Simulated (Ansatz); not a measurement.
The system is Ta3AsAu2O13.

```xyz
19
Lattice="5.7238 -0.0075 -0.0040 1.3028 6.2550 0.0056 0.2757 1.3007 8.3675" Properties=species:S:1:pos:R:3 pbc="T T T"
Ta    1.8016    2.6675    4.8901
Ta    0.6106    1.9943    8.3559
Ta    4.2828    4.5395    4.2252
As    4.7578    6.6860    6.9518
Au    3.4916    0.8150    1.5556
Au    1.4492    5.7148    3.7432
O     4.8936    5.2811    5.9496
O     3.3221    1.7411    5.8246
O     6.2809    6.7422    7.6940
O     3.3672    6.6706    7.9235
O     4.5687    1.8638    0.2577
O     1.7240    1.5064    0.9269
O     0.9962    1.2256    4.1088
O     3.3758    2.9946    3.6400
O     0.9058    2.6910    6.5776
O     6.1615    3.9169    3.8186
O     4.0664    5.7780    2.9290
O     2.4385    4.7506    5.2300
O     6.5613    6.2408    1.8957
```

The cell was built by a generator and needn't be a form met in nature.

- Program: Ansatz 0.2.0
- Task: single point
- Functional: PBE
- Potentials or basis: Ansatz PAW
- Cutoff: 420 eV (not typed: the program's choice for these potentials)
- k mesh: 5 × 5 × 4
- Occupations: fermi-dirac, width 0.05 eV
- Spin: no spin polarisation

On this cell: pressure 0.0 GPa; largest force 0.012 eV/Å; band gap on the k mesh 1.30 eV, indirect (least direct gap 1.36 eV).

The same run follows on a disturbed copy (atoms moved at random, drawn with an rms of 0.05 Å):

```
CELL_PARAMETERS angstrom
5.72385 -0.00745 -0.00403
1.30279 6.25499 0.00561
0.27574 1.30074 8.36754
ATOMIC_POSITIONS crystal
Ta 0.21846 0.30149 0.58723
Ta 0.03891 0.10119 0.99677
Ta 0.57580 0.62656 0.50480
As 0.58711 0.89823 0.83573
Au 0.58313 0.09565 0.18920
Au 0.04243 0.82319 0.44664
O 0.65782 0.70920 0.70501
O 0.51551 0.13996 0.70121
O 0.85350 0.88914 0.91675
O 0.33892 0.86554 0.94745
O 0.72717 0.29237 0.03283
O 0.23934 0.22065 0.11131
O 0.12858 0.08861 0.49416
O 0.47090 0.39321 0.43717
O 0.06736 0.27395 0.78705
O 0.92807 0.52763 0.45446
O 0.49773 0.85138 0.35302
O 0.24968 0.62931 0.62682
O 0.91986 0.95353 0.22247
```

Q: What does the disturbed cell give?

A: The energy moves by +15.0 meV/atom; pressure 0.3 GPa; largest force 2.003 eV/Å; band gap on the k mesh 1.27 eV, indirect (least direct gap 1.28 eV).

Forces on the atoms (eV/Å):
```
Ta  -0.338  0.441 -0.974
Ta  -0.095  1.941  0.485
Ta   0.615 -1.353  0.868
As  -0.493  0.011 -1.303
Au  -1.073  0.097 -0.236
Au  -0.401 -1.098  0.036
O    0.093  0.393  0.797
O    0.240 -0.550  0.476
O   -0.055 -0.362  0.150
O    0.460 -0.055 -0.119
O    0.716 -0.492 -0.399
O    0.480 -0.549  0.006
O    0.297  0.522  0.219
O    0.137 -0.304 -0.310
O   -0.704 -0.352  1.055
O    0.167  0.521  0.243
O    0.042  1.190 -1.307
O   -0.253  0.226 -0.120
O    0.166 -0.226  0.432
```

Stress tensor (GPa, compression positive):
```
-0.06  0.45 -0.05
 0.45  0.00 -0.10
-0.05 -0.10  0.89
```

Caveats: odd divisions of the mesh miss points on the zone boundary, where band edges often lie, so the gap on the mesh can be too wide; spin-orbit coupling is left out, which moves the levels of the heavy elements.

A k mesh can miss the band edges.
